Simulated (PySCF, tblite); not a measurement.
# C₄H₅BCl₂: geometry, infrared bands and NMR shifts

Wanted: the infrared bands and NMR shifts of C₄H₅BCl₂ (`ClB(Cl)C=C1CC1`), by calculation.

The runs use tblite 0.8.0 and PySCF 2.14.0, with density-fitted response routines of our own; the level of theory stands in each step. All values are computed, except where a source is named. Atoms count from 0, in the outputs and in this text.

## 1. Starting geometry

12 atoms, charge 0, multiplicity 1; geometry from: force field or distance geometry start.

Bonds of the start (Å): Cl0–B1 1.87, B1–Cl2 1.87, B1–C3 1.56, C3–C4 1.34, C4–C5 1.47, C5–C6 1.52, C6–C4 1.51, C3–H7 1.09, C5–H8 1.11, C5–H9 1.12, C6–H10 1.10, C6–H11 1.11.

## 2. Optimising the geometry with GFN2-xTB

The job: settings as JSON, then the geometry in Å.

```
{"job": {"kind": "relax", "xc": "GFN2-xTB", "basis": "xTB"}, "charge": 0, "multiplicity": 1}
Cl     3.427500     1.502100     1.260900
B      2.158800     0.292200     0.613400
Cl     2.868300    -1.282400    -0.097700
C      0.784200     0.856000     0.144200
C     -0.308500     0.074900     0.078400
C     -1.121600    -1.143500     0.162800
C     -1.769600     0.145300    -0.305200
H      0.760600     1.918000    -0.105300
H     -1.525100    -1.521800     1.121500
H     -1.026000    -1.882800    -0.674700
H     -1.878400     0.354600    -1.382400
H     -2.368800     0.686800     0.452300
```

Launch:

```bash
$ OMP_NUM_THREADS=1 python probes_run.py task.json out
```

This one command runs all jobs of the session in turn.

**Question.** This job is followed by: GFN2-xTB harmonic vibrations, gas phase; GIAO PBE0/pcSseg-1 NMR shielding, non-relativistic, gas phase. Predict these results of the whole session: strongest single infrared mode (GFN2-xTB); zero-point energy (GFN2-xTB); 13C shifts against TMS (PBE0/pcSseg-1); 1H shifts against TMS (PBE0/pcSseg-1, means over atoms taken as alike); 35Cl shifts against HCl (PBE0/pcSseg-1, means over atoms taken as alike); 11B shifts against BF3·OEt2 (PBE0/pcSseg-1).

As calculated:

```
                                                                quantity                       value
                               strongest single infrared mode (GFN2-xTB)       1822 cm⁻¹, 281 km/mol
                                            zero-point energy (GFN2-xTB)               50.5 kcal/mol
                                  13C shifts against TMS (PBE0/pcSseg-1)  172.3, 125.7, 8.5, 4.9 ppm
  1H shifts against TMS (PBE0/pcSseg-1, means over atoms taken as alike)        6.88, 1.47, 1.23 ppm
35Cl shifts against HCl (PBE0/pcSseg-1, means over atoms taken as alike)                     240 ppm
                             11B shifts against BF3·OEt2 (PBE0/pcSseg-1)                    51.6 ppm
```

What this shows: Relaxing lowered the energy by 0.862 eV in 66 steps; the close pair that moved most is Cl0–B1, from 1.869 to 1.724 Å. All 30 modes are real, so the xTB geometry is a minimum. The strongest single mode, at 1822 cm⁻¹, moves mainly C4. Unscaled tight-binding wavenumbers are off by several per cent, some by more. Its intensities can rank the bands wrongly. The most deshielded hydrogen is H7 (hydrogen on an alkene CH), at 6.88 ppm: attached to an sp2 carbon and in the plane of the double bond. At PBE0/pcSseg-1: Shielding is most anisotropic at Cl0, Cl2 (span 464 ppm, paramagnetic term -437 ppm).
